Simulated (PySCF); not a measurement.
# C4H2F3O3S: the cost of one run

Programs: PySCF 2.14.0, with routines of our own; each step states its level. All values are computed. Atoms count from 0.

## Step 1: The starting structure

13 atoms, charge -1, multiplicity 1; geometry from: GFN2-xTB.

## Step 2: Geometry optimisation at PBE0-D3(BJ)/def2-SVP

The job: settings as JSON, then the geometry in Å.

```
{"job": {"xc": "PBE0", "basis": "def2-SVP", "d3": "d3bj", "grid": 2, "kind": "geom"}, "charge": -1, "multiplicity": 1}
O     -1.665328     0.187178    -2.233043
S     -1.240658    -0.562131    -1.049663
O     -2.137275    -1.665870    -0.685459
C      0.791183    -1.246158     0.344778
C      1.797651    -0.582450     0.233402
C      2.879216     0.296989     0.017593
O      3.904344     0.060448    -0.588033
C     -1.703491     0.776173     0.415478
F     -0.780019     1.774100     0.465232
F     -1.694008     0.221952     1.655537
F     -2.901526     1.375575     0.281245
H      0.029402    -1.917794     0.622121
H      2.716120     1.282475     0.503084
```

Started as:

```sh
$ OMP_NUM_THREADS=1 python excited_run.py task.json out
```

The driver reads the jobs from task.json and runs them one after another.

Q: Estimate the wall time and peak memory of this first job on 1 thread of Intel Xeon Platinum 8259CL at 2.50GHz, shared host.

About 9.6 min, with a peak of 0.82 GiB.
